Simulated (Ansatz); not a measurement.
# CdHg5Se6: the cost of one run

Program: Ansatz 0.2.0. Level of theory: DFT PBE, scalar-relativistic, plane waves, PAW. These are calculated values, not measurements.

**1. The starting structure**

Symmetry: P-4m2, No. 115, tetragonal system. The conventional cell has a = 4.422 Å, b = 4.422 Å, c = 18.724 Å, α = 90.00°, β = 90.00°, γ = 90.00°. Around Cd (site symmetry -4m2) lie 4 Se at 2.69 Å. Around Hg (site symmetry 2mm) lie 4 Se at 2.71 Å. Hg (site symmetry -4m2) has 4 Se at 2.71 Å in its first shell of neighbours. Se (site symmetry 2mm) is surrounded by 4 Hg at 2.71 Å. Around Se (site symmetry 2mm) lie 2 Cd at 2.69 Å and 2 Hg at 2.71 Å.

Structure file:

```xyz
12
Lattice="4.4223 0.0000 0.0000 0.0000 4.4223 0.0000 0.0000 0.0000 18.7235" Properties=species:S:1:pos:R:3 pbc="T T T"
Cd    0.0000    0.0000    9.3618
Hg    0.0000    0.0000   15.5900
Hg    2.2112    2.2112    0.0000
Hg    0.0000    0.0000    3.1336
Hg    2.2112    2.2112    6.2653
Hg    2.2112    2.2112   12.4582
Se    2.2112    0.0000    1.5666
Se    0.0000    2.2112    4.6991
Se    2.2112    0.0000    7.8338
Se    0.0000    2.2112   10.8897
Se    2.2112    0.0000   14.0244
Se    0.0000    2.2112   17.1570
```

The start is the relaxed end of an invented cell (made as: elements ordered on the sites of the HgSe type, Cd/Hg on Hg (P-4m2, No. 115)), taken up again for a closer look.

**2. Probe: one point on a coarse mesh**

input.yaml reads:

```yaml
crystal:
  lattice:
    - [4.4223038, 0.0, 0.0]
    - [0.0, 4.4223038, 0.0]
    - [0.0, 0.0, 18.7235472]
  atoms:
    - { symbol: Cd, position: [0.0, 0.0, 0.5] }
    - { symbol: Hg, position: [0.0, 0.0, 0.83264] }
    - { symbol: Hg, position: [0.5, 0.5, 0.0] }
    - { symbol: Hg, position: [0.0, 0.0, 0.16736] }
    - { symbol: Hg, position: [0.5, 0.5, 0.334622] }
    - { symbol: Hg, position: [0.5, 0.5, 0.665378] }
    - { symbol: Se, position: [0.5, 0.0, 0.083668] }
    - { symbol: Se, position: [0.0, 0.5, 0.250974] }
    - { symbol: Se, position: [0.5, 0.0, 0.418395] }
    - { symbol: Se, position: [0.0, 0.5, 0.581605] }
    - { symbol: Se, position: [0.5, 0.0, 0.749026] }
    - { symbol: Se, position: [0.0, 0.5, 0.916332] }
basis:
  ecutwfc: 420
kpoints:
  mp_grid: { grid: [4, 4, 1] }
hamiltonian:
  xc: pbe
scf:
  occupations: { method: gaussian, width: 0.1 }
  lower_state_search: "off"
output:
  forces: true
  stress: true
  eigenvalues: true
```

Launch:

```
$ ansatz run input.yaml --threads 4 --pin off --max-ram 8192MiB --backend cpu --events-out ev --progress --plain --runs-dir out
```

What time and memory should one allow on 4 threads of Arm Neoverse V1, shared host?

About 5.7 s, with a peak of 1.1 GiB.
